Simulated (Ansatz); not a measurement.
# MgSn4N: the cost of one run

Program: Ansatz 0.2.0. Level of theory: DFT PBE, scalar-relativistic, plane waves, PAW. These are calculated values, not measurements.

## 1. The system as given

Symmetry: P4/mmm, No. 123, tetragonal system. Conventional cell: a = 4.892 Å, b = 4.892 Å, c = 6.981 Å, α = 90.00°, β = 90.00°, γ = 90.00°. Mg (site symmetry 4/mmm) has 8 Sn at 2.95 Å in its first shell of neighbours. Sn (site symmetry 2mm) is surrounded by 2 Mg at 2.95 Å and 2 N at 3.06 Å and 5 Sn at 3.31 to 3.46 Å. Around N (site symmetry 4/mmm) lie 8 Sn at 3.06 Å.

Structure file:

```
Mg Sn N
1.0
     4.89212    0.00000    0.00000
     0.00000    4.89212    0.00000
     0.00000    0.00000    6.98130
Mg Sn N
1 4 1
Direct
  0.00000 0.00000 0.00000
  0.50000 0.00000 0.76288
  0.00000 0.50000 0.23712
  0.50000 0.00000 0.23712
  0.00000 0.50000 0.76288
  0.50000 0.50000 0.50000
```

The cell is invented: species swapped into a database cell of Na4TeSe (P4/mmm, No. 123), with Sn on the Na sites, N on the Te sites and Mg on the Se sites. The dimensions are guesses.

## 2. A first look at the guess

input.yaml reads:

```yaml
crystal:
  lattice:
    - [4.89211628, 0.0, 0.0]
    - [0.0, 4.89211628, 0.0]
    - [0.0, 0.0, 6.98129623]
  atoms:
    - { symbol: Mg, position: [0.0, 0.0, 0.0] }
    - { symbol: Sn, position: [0.5, 0.0, 0.76287591] }
    - { symbol: Sn, position: [0.0, 0.5, 0.23712409] }
    - { symbol: Sn, position: [0.5, 0.0, 0.23712409] }
    - { symbol: Sn, position: [0.0, 0.5, 0.76287591] }
    - { symbol: "N", position: [0.5, 0.5, 0.5] }
basis:
  ecutwfc: 420
kpoints:
  mp_grid: { grid: [4, 4, 4] }
hamiltonian:
  xc: pbe
scf:
  occupations: { method: gaussian, width: 0.1 }
  lower_state_search: "off"
output:
  forces: true
  stress: true
  eigenvalues: true
```

Command:

```sh
$ ansatz run input.yaml --threads 1 --pin off --max-ram 2560MiB --backend cpu --events-out ev --progress --plain --runs-dir out
```

**Question.** How long does this run take on 1 thread of Intel Xeon at 2.50GHz (Skylake/Cascade Lake), shared host, and how much memory does it need?

About 11 s, with a peak of 0.46 GiB.
